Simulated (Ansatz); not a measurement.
# MoSi2 (Si2Mo-type): zero-pressure volume and bulk modulus with LDA

The task here is to estimate one member of a computed series from the others.

Program: Ansatz 0.2.0. Level of theory: DFT LDA, scalar-relativistic, plane waves, PAW. These are calculated values, not measurements.

1 further run of the same task is left out (set aside as unsound or not needed). Runs told in other sessions of the task aren't counted.

### Starting point

It takes space group I4/mmm (No. 139, tetragonal). The conventional cell has a = 3.204 Å, b = 3.204 Å, c = 7.843 Å, α = 90.00°, β = 90.00°, γ = 90.00°. Si (site symmetry 4mm) is surrounded by 5 Si at 2.59 to 2.63 Å and 5 Mo at 2.61 to 2.63 Å. Around Mo (site symmetry 4/mmm) lie 10 Si at 2.61 to 2.63 Å.

As a file:

```cif
data_structure
_symmetry_space_group_name_H-M 'I4/mmm'
_symmetry_Int_Tables_number 139
_cell_length_a 3.2038
_cell_length_b 3.2038
_cell_length_c 7.8425
_cell_angle_alpha 90.000
_cell_angle_beta 90.000
_cell_angle_gamma 90.000
_cell_volume 80.50
loop_
_atom_site_label
_atom_site_type_symbol
_atom_site_symmetry_multiplicity
_atom_site_Wyckoff_symbol
_atom_site_fract_x
_atom_site_fract_y
_atom_site_fract_z
_atom_site_occupancy
Si1 Si 4 e 0.00000 0.00000 0.33512 1
Mo1 Mo 2 a 0.00000 0.00000 0.00000 1
```

At PBE, an earlier run found 2.59 GPa for this cell of 13.416 Å³/atom (10×10×10 mesh), metallic.

The first run:

Input file input.yaml:

```yaml
crystal:
  lattice:
    - [-1.6018812136, 1.6018812136, 3.9212716889]
    - [1.6018812136, -1.6018812136, 3.9212716889]
    - [1.6018812136, 1.6018812136, -3.9212716889]
  atoms:
    - { symbol: Si, position: [0.3351230337, 0.3351230337, 0.0] }
    - { symbol: Si, position: [0.6648769663, 0.6648769663, 0.0] }
    - { symbol: Mo, position: [0.0, 0.0, 0.0] }
basis:
  ecutwfc: 420
  ecutrho_ratio: 4
kpoints:
  mp_grid: { grid: [10, 10, 10] }
hamiltonian:
  xc: lda
scf:
  occupations: { method: gaussian, width: 0.05 }
output:
  forces: true
  stress: true
  eigenvalues: true
relax:
  f_tol: 0.02
  max_steps: 40
  cell: { stress_tol: 0.2, fix: [volume] }
```

On the command line:

```console
$ ansatz run input.yaml --threads 4 --pin off --max-ram 8192MiB --backend cpu --events-out ev --progress --plain --runs-dir out
```

Among the steps run: At the given cell; Stepping to 12.911 Å³/atom; Stepping to 13.064 Å³/atom; Volume × 0.98 of the new zero; Volume × 1.02 of the new zero; Volume × 0.96 of the new zero; Volume × 1.04 of the new zero.

One of the session's tables, all rows but one given; the rest of the session is left out.

It belongs to the step «Energy and pressure against volume». 

```
volume (Å³/atom)  energy (meV/atom)  pressure (GPa)
          12.542              15.76           10.02
          12.803                  ?               ?
          13.064               0.00           -0.01
          13.325               3.56           -4.28
          13.587              13.70           -8.10
```

**Question.** Estimate the row for volume (Å³/atom) = 12.803.

Worked estimate for «energy (meV/atom)». A straight line through the neighbours (12.542, 15.76) and (13.064, 0.00) gives 15.76 + (0.00 − 15.76) × (12.803 − 12.542) / (13.064 − 12.542) = 7.88; a parabola fitted to 3 rows on both sides gives 4.07.

**Answer.** energy (meV/atom): 3.79; pressure (GPa): 4.74. In «energy (meV/atom)» the line misses by +4.09 and the parabola by +0.28.
